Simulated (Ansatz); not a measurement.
Input of an Ansatz 0.2.0 run:

The input input.yaml:

```yaml
crystal:
  lattice:
    - [2.4227077728, 1.3987509848, 3.3172919545]
    - [-2.4227077728, 1.3987509848, 3.3172919545]
    - [0.0, -2.7975019696, 3.3172919545]
  atoms:
    - { symbol: Bi, position: [0.5, 0.5, 0.5] }
    - { symbol: Te, position: [0.0, 0.0, 0.0] }
hamiltonian:
  xc:
    exchange: pbe
    correlation: pbe
    exx: { coeff: 0.5, omega: 0.2078699 }
  pseudopotentials: { kind: paw }
kpoints:
  mp_grid: { grid: [4, 4, 4] }
scf:
  occupations: { method: fermi_dirac, width: 0.05 }
output:
  forces: true
  stress: true
  eigenvalues: true
  write_density: true
  write_potential: true
  elf: true
  volumetric_format: npy
```

Potentials or basis: Ansatz PAW.

Launch:

```sh
$ ansatz run input.yaml --threads 2 --pin off --max-ram 5632MiB --backend cpu --events-out ev --progress --plain --runs-dir out
```

(1) Estimate the band gap on the k mesh.

(2) What does it give for the pressure?

Results:

(1) none (metal or under the smearing width).

(2) -3.4 GPa.

Caveat: the k mesh is coarse (spacing up to 0.41 Å⁻¹), so the values aren't converged, least of all with exact exchange; spin-orbit coupling is left out, which moves the levels of the heavy elements; the PAW data sets come from PBE, with cores solved anew for the run's functional, which leaves a small shift of forces and pressure; the thresholds are loose for stress.
